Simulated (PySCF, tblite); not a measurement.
**C₈H₁₂Si: geometry, infrared bands and NMR shifts**

Wanted: the infrared bands and NMR shifts of C₈H₁₂Si (`C#C[C@](C)(C#CC)[SiH2]C`), by calculation.

Programs: tblite 0.8.0 and PySCF 2.14.0, with density-fitted response routines of our own. Each step states its level of theory. These are calculated values for one molecule in the gas phase, unless marked as measured. Atoms count from 0, in the outputs and in this text.

**1. Starting geometry**

21 atoms, charge 0, multiplicity 1; geometry from: force field or distance geometry start.

Bonds of the start (Å): C0–C1 1.21, C1–C2 1.49, C2–C3 1.56, C2–C4 1.49, C4–C5 1.19, C5–C6 1.46, C2–Si7 1.97, Si7–C8 1.86, C0–H9 1.06, C3–H10 1.09, C3–H11 1.09, C3–H12 1.08, C6–H13 1.09, C6–H14 1.09, C6–H15 1.10, Si7–H16 1.49, Si7–H17 1.48, C8–H18 1.10, C8–H19 1.10, C8–H20 1.08.

**2. Relaxing the molecule with GFN2-xTB**

What the job is given:

```
{"job": {"kind": "relax", "xc": "GFN2-xTB", "basis": "xTB"}, "charge": 0, "multiplicity": 1}
C      0.608700    -1.812300    -2.387800
C      0.377800    -0.854300    -1.694100
C      0.139100     0.318100    -0.810900
C      0.623400     1.598400    -1.552400
C      0.856500     0.197700     0.484900
C      1.450200     0.099300     1.513300
C      2.185600    -0.021500     2.774000
Si    -1.791200     0.454200    -0.447100
C     -2.409200    -1.060800     0.438300
H      0.794000    -2.654300    -3.002900
H      1.697400     1.532300    -1.754600
H      0.454700     2.492000    -0.943000
H      0.109700     1.733000    -2.495500
H      1.533000    -0.395600     3.568600
H      3.018600    -0.713300     2.677900
H      2.583000     0.944700     3.104700
H     -2.530300     0.617900    -1.733500
H     -2.068800     1.659300     0.366100
H     -3.488300    -0.977300     0.640400
H     -1.901600    -1.184700     1.404100
H     -2.251200    -1.955900    -0.150900
```

Launch:

```console
$ OMP_NUM_THREADS=1 python probes_run.py task.json out
```

The driver reads the jobs from task.json and runs them one after another.

Standard output:

```text
step      E/eV     max force
  0    -675.69632    2.031
  1    -675.67386    4.231
  2    -675.75731    0.448
  3    -675.77107    0.367
  4    -675.80013    0.680
  5    -675.81024    0.402
  6    -675.81569    0.683
  7    -675.81839    0.724
  8    -675.82362    0.263
  9    -675.82688    0.148
 10    -675.82929    0.184
 11    -675.83084    0.168
 12    -675.83187    0.086
 13    -675.83263    0.068
 14    -675.83323    0.071
 15    -675.83363    0.061
 16    -675.83388    0.034
 17    -675.83408    0.036
 18    -675.83426    0.043
 19    -675.83442    0.036
 20    -675.83455    0.026
 21    -675.83467    0.028
 22    -675.83480    0.037
 23    -675.83495    0.034
 24    -675.83510    0.031
 25    -675.83525    0.033
 26    -675.83544    0.047
 27    -675.83568    0.061
 28    -675.83595    0.050
 29    -675.83618    0.034
 30    -675.83637    0.035
 31    -675.83656    0.048
 32    -675.83678    0.050
 33    -675.83699    0.032
 34    -675.83713    0.027
 35    -675.83721    0.021
 36    -675.83728    0.024
 37    -675.83736    0.021
 38    -675.83742    0.021
 39    -675.83747    0.021
 40    -675.83752    0.022
 41    -675.83760    0.028
 42    -675.83770    0.028
 43    -675.83779    0.020
 44    -675.83785    0.017
 45    -675.83789    0.021
 46    -675.83796    0.028
 47    -675.83803    0.028
 48    -675.83809    0.020
 49    -675.83812    0.012
 50    -675.83814    0.014
 51    -675.83818    0.015
 52    -675.83823    0.020
 53    -675.83828    0.019
 54    -675.83831    0.013
 55    -675.83835    0.015
 56    -675.83839    0.016
 57    -675.83842    0.014
 58    -675.83843    0.011
 59    -675.83845    0.009
```

Wall time 0.87 s (1 thread of Arm Neoverse N1, shared host); peak memory 0.18 GiB.

Along the way: (not every step is listed) (the energy doesn't fall at every step)

```
step  energy from step 0 (eV)  largest force (eV/Å)
   0                   0.0000                2.0309
   1                   0.0225                4.2313
   2                  -0.0610                0.4475
   3                  -0.0747                0.3667
   4                  -0.1038                0.6796
   5                  -0.1139                0.4017
   6                  -0.1194                0.6834
   7                  -0.1221                0.7244
   8                  -0.1273                0.2626
  12                  -0.1355                0.0864
  16                  -0.1376                0.0338
  20                  -0.1382                0.0258
  24                  -0.1388                0.0308
  28                  -0.1396                0.0501
  32                  -0.1405                0.0502
  36                  -0.1410                0.0240
  40                  -0.1412                0.0225
  44                  -0.1415                0.0173
  48                  -0.1418                0.0195
  52                  -0.1419                0.0200
  54                  -0.1420                0.0132
  55                  -0.1420                0.0146
  56                  -0.1421                0.0155
  57                  -0.1421                0.0140
  58                  -0.1421                0.0107
  59                  -0.1421                0.0088
```

Distances of close pairs at the start and the end, largest changes first:

```
   bond  before (Å)  after (Å)  change (Å)
  C1–C2       1.487      1.451      -0.036
 C2–Si7       1.969      1.934      -0.035
 Si7–C8       1.860      1.893      +0.032
  C2–C4       1.486      1.454      -0.032
Si7–H16       1.493      1.469      -0.024
  C2–C3       1.557      1.534      -0.023
  C5–C6       1.465      1.448      -0.016
 C8–H18       1.101      1.085      -0.016
```

The final coordinates are the input of the step that follows.

**3. Infrared spectrum with GFN2-xTB**

What the job is given:

```
{"job": {"kind": "ir", "xc": "GFN2-xTB", "basis": "xTB"}, "charge": 0, "multiplicity": 1}
C      0.556768    -1.794568    -2.277885
C      0.355439    -0.814907    -1.619292
C      0.111325     0.366662    -0.813825
C      0.624993     1.610770    -1.549509
C      0.817518     0.215093     0.447733
C      1.413487     0.094006     1.481151
C      2.130052    -0.047321     2.731501
Si    -1.785775     0.493599    -0.457897
C     -2.340279    -1.076910     0.441580
H      0.739971    -2.648520    -2.858961
H      1.694448     1.524708    -1.739887
H      0.452248     2.500171    -0.947106
H      0.111020     1.726000    -2.501689
H      1.462189    -0.423219     3.507242
H      2.958597    -0.745713     2.610562
H      2.526769     0.918365     3.045937
H     -2.472051     0.636492    -1.748692
H     -2.004343     1.687586     0.369139
H     -3.402687    -1.044965     0.660610
H     -1.808888    -1.200697     1.380814
H     -2.149719    -1.959688    -0.161995
```

Standard output:

```text
mode    cm-1     km/mol
  1      20.4      0.00
  2      45.4      0.10
  3      69.8      0.16
  4      84.8      0.24
  5     101.9      0.03
  6     122.0      0.39
  7     157.8      1.36
  8     175.3      0.56
  9     207.4      0.03
 10     241.3      5.22
 11     252.7      1.17
 12     271.7      0.69
 13     322.0      0.26
 14     400.2      0.41
 15     409.1      9.40
 16     459.7     45.87
 17     474.5      3.61
 18     549.2      2.85
 19     581.7      2.41
 20     630.9     48.47
 21     662.7     34.65
 22     681.6    118.23
 23     760.5     70.72
 24     777.3    225.01
 25     818.1     10.74
 26     827.8     70.56
 27     844.2    231.74
 28     922.7     20.59
 29    1025.6      6.06
 30    1028.1      8.12
 31    1049.3     20.20
 32    1102.4      0.47
 33    1141.9      7.26
 34    1245.7     30.88
 35    1369.5     12.10
 36    1392.5      0.80
 37    1405.1      0.51
 38    1461.7      3.59
 39    1462.7      4.22
 40    1480.0      0.58
 41    1481.9      0.47
 42    1492.5      1.28
 43    1501.5      4.57
 44    2217.2    474.24
 45    2226.9    196.68
 46    2276.1     25.08
 47    2403.7      1.77
 48    2991.8     29.59
 49    2994.5     28.09
 50    3003.3     40.88
 51    3011.6     36.78
 52    3026.5     41.45
 53    3031.3     28.21
 54    3039.2     25.97
 55    3040.6     14.42
 56    3048.8     29.99
 57    3392.3      1.07
```

Run time: 1.6 s. Hardware: 1 thread of Arm Neoverse N1, shared host; peak memory 0.18 GiB.

The strongest bands and the atoms that carry them (share of the mass-weighted mode):

```
cm⁻¹  km/mol                                  atoms
 631    48.5                       H9 75 %, C0 10 %
 682   118.2           H17 35 %, H16 35 %, H18 10 %
 760    70.7            H16 30 %, H17 29 %, C8 20 %
 777   225.0  Si7 29 %, C8 22 %, H17 19 %, H16 19 %
 828    70.6            H20 37 %, H19 28 %, C8 16 %
 844   231.7  H18 35 %, C8 13 %, Si7 11 %, H19 10 %
2217   474.2                     H16 51 %, H17 45 %
2227   196.7                     H17 52 %, H16 46 %
```

**4. NMR shieldings: PBE0/pcSseg-1**

Settings changed since step 3:

```diff
@@ -1,2 +1,2 @@
-{"job": {"kind": "ir", "xc": "GFN2-xTB", "basis": "xTB"}, "charge": 0, "multiplicity": 1}
+{"job": {"kind": "nmr", "xc": "PBE0", "basis": "pcSseg-1"}, "charge": 0, "multiplicity": 1}
 C      0.556768    -1.794568    -2.277885
```

Level: GIAO PBE0/pcSseg-1 NMR shielding, non-relativistic, gas phase.

Standard output:

```text
coarse grid: 17752 points
cycle   1  E = -600.7489942157  dE =  1.014e+00  |g| = 5.419e-01  |ddm| = 4.643e+00
cycle   2  E = -600.7536798817  dE = -4.686e-03  |g| = 5.224e-01  |ddm| = 1.225e+00
cycle   3  E = -600.8244074005  dE = -7.073e-02  |g| = 6.383e-02  |ddm| = 6.049e-01
cycle   4  E = -600.8247763933  dE = -3.690e-04  |g| = 5.315e-02  |ddm| = 1.106e-01
cycle   5  E = -600.8254317659  dE = -6.554e-04  |g| = 1.630e-02  |ddm| = 5.093e-02
cycle   6  E = -600.8254928140  dE = -6.105e-05  |g| = 3.502e-03  |ddm| = 1.677e-02
cycle   7  E = -600.8254953772  dE = -2.563e-06  |g| = 1.359e-03  |ddm| = 4.051e-03
final grid: 166056 points
cycle   8  E = -600.8819035904  dE = -4.036e-05  |g| = 8.769e-03  |ddm| = 5.940e-02
cycle   9  E = -600.8818926980  dE =  1.089e-05  |g| = 1.099e-02  |ddm| = 1.799e-02
cycle  10  E = -600.8819219153  dE = -2.922e-05  |g| = 2.580e-03  |ddm| = 1.003e-02
cycle  11  E = -600.8819234974  dE = -1.582e-06  |g| = 3.604e-04  |ddm| = 1.946e-03
cycle  12  E = -600.8819235138  dE = -1.636e-08  |g| = 2.575e-04  |ddm| = 4.763e-04
cycle  13  E = -600.8819235292  dE = -1.542e-08  |g| = 6.629e-05  |ddm| = 2.491e-04
cycle  14  E = -600.8819235303  dE = -1.045e-09  |g| = 9.877e-06  |ddm| = 6.782e-05
cycle  15  E = -600.8819235303  dE = -2.319e-11  |g| = 1.845e-06  |ddm| = 1.764e-05
converged SCF energy = -600.8819235303

GIAO shielding tensors (ppm)
atom      isotropic    diamagn.    paramagn.     s11        s22        s33       span
  0 C      111.049     259.155    -148.107     44.094     48.274    240.777    196.683
  1 C       95.520     266.352    -170.832     -7.537     -4.128    298.225    305.762
  2 C      171.888     236.138     -64.250    162.734    169.999    182.930     20.196
  3 C      158.933     243.342     -84.409    141.621    149.737    185.441     43.819
  4 C       99.981     267.466    -167.485      8.303     12.779    278.862    270.559
  5 C      101.982     269.998    -168.016     23.720     27.508    254.718    230.998
  6 C      181.921     254.722     -72.802    174.299    174.712    196.751     22.451
  7 Si     373.672     879.494    -505.822    332.813    369.255    418.947     86.134
  8 C      194.950     253.231     -58.281    190.229    193.787    200.834     10.604
  9 H       30.020      35.355      -5.335     24.745     25.097     40.218     15.474
 10 H       29.756      28.598       1.158     26.089     27.758     35.422      9.333
 11 H       30.338      29.363       0.975     26.495     28.126     36.393      9.898
 12 H       30.305      28.732       1.573     26.159     28.068     36.689     10.530
 13 H       29.693      30.713      -1.020     24.063     28.480     36.536     12.473
 14 H       29.636      29.002       0.634     24.262     27.921     36.724     12.463
 15 H       29.704      28.500       1.204     24.338     27.926     36.848     12.511
 16 H       27.499      29.419      -1.920     23.942     26.033     32.524      8.581
 17 H       27.537      29.815      -2.278     24.219     26.078     32.315      8.095
 18 H       31.681      28.190       3.491     26.950     27.741     40.353     13.403
 19 H       31.102      32.684      -1.582     25.817     29.928     37.561     11.744
 20 H       31.014      31.213      -0.199     25.906     29.722     37.414     11.508
```

Wall time 79 s (1 thread of Arm Neoverse N1, shared host); peak memory 1 GiB.

The references, computed at this level on geometries of the same kind, shield at (ppm): 1H TMS 31.72, 13C TMS 186.9, 29Si TMS 349.2. Their shielding less the atom's gives the shift. The references are single molecules in the gas phase. Atoms listed in one row are averaged.

```
        atoms                                            environment  σ (ppm)  δ (ppm)  δ scaled to CDCl3
           C1                                          alkyne carbon     95.5     91.4               87.3
           C4                                          alkyne carbon    100.0     86.9               82.9
           C5                                          alkyne carbon    102.0     84.9               81.0
           C0                                 terminal alkyne carbon    111.0     75.9               72.1
           C3                                          methyl carbon    158.9     28.0               25.4
           C2  propargylic fully substituted sp3 carbon bonded to Si    171.9     15.0               12.8
           C6                              propargylic methyl carbon    181.9      5.0                3.0
           C8                             methyl carbon bonded to Si    195.0     -8.0               -9.7
          H16                    hydrogen on a silicon bonded to 2 C    27.50     4.22                  –
          H17                    hydrogen on a silicon bonded to 2 C    27.54     4.18                  –
H13, H14, H15                hydrogen on a propargylic methyl carbon    29.68     2.04               2.03
           H9                   hydrogen on a terminal alkyne carbon    30.02     1.70               1.71
H10, H11, H12                            hydrogen on a methyl carbon    30.13     1.58               1.60
H18, H19, H20               hydrogen on a methyl carbon bonded to Si    31.27     0.45               0.53
          Si7                             silicon bonded to 2 C, 2 H    373.7    -24.5                  –
```

The scaled column applies a straight-line fit of computed shieldings to shifts measured in CDCl3 (root-mean-square error 0.16 ppm for H, 1.9 ppm for C).

Charges from the same density, by scheme (e):

```
atoms  Mulliken    IAO  Hirshfeld  ESP fit
   C0     -0.43  -0.26      -0.12    -0.50
   C1      0.47  -0.02      -0.03     0.11
   C2     -0.83  -0.23      -0.04     0.18
   C3     -0.13  -0.40      -0.11    -0.63
   C4      0.30  -0.07      -0.06    -0.40
   C5     -0.43  -0.06      -0.05     0.24
   C6     -0.18  -0.43      -0.10    -0.58
  Si7      0.72   0.79       0.35     0.56
   C8     -0.62  -0.71      -0.21    -0.63
```

Mayer bond orders: C0–C1 2.51, C1–C2 0.90, C2–C3 1.05, C2–C4 0.90, C4–C5 2.65, C5–C6 1.24, C2–Si7 0.81, Si7–C8 0.98.

**5. Summary of results**

| quantity | value |
| --- | --- |
| strongest single infrared mode (GFN2-xTB) | 2217 cm⁻¹, 474 km/mol |
| zero-point energy (GFN2-xTB) | 101.8 kcal/mol |
| 13C shifts against TMS (PBE0/pcSseg-1) | 91.4, 86.9, 84.9, 75.9, 28.0, 15.0, 5.0, -8.0 ppm |
| 1H shifts against TMS (PBE0/pcSseg-1, means over atoms taken as alike) | 4.22, 4.18, 2.04, 1.70, 1.58, 0.45 ppm |
| 29Si shifts against TMS (PBE0/pcSseg-1) | -24.5 ppm |

What this shows: Over 59 steps the energy fell by 0.142 eV; of the close pairs, C1–C2 changed most, 1.487 to 1.451 Å. All 57 modes are real, so the xTB geometry is a minimum. The strongest single mode, at 2217 cm⁻¹, moves mainly H16 and H17. Unscaled tight-binding wavenumbers are off by several per cent, some by more. Its intensities can rank the bands wrongly. At PBE0/pcSseg-1: Shielding is most anisotropic at C1 (span 306 ppm, paramagnetic term -171 ppm).
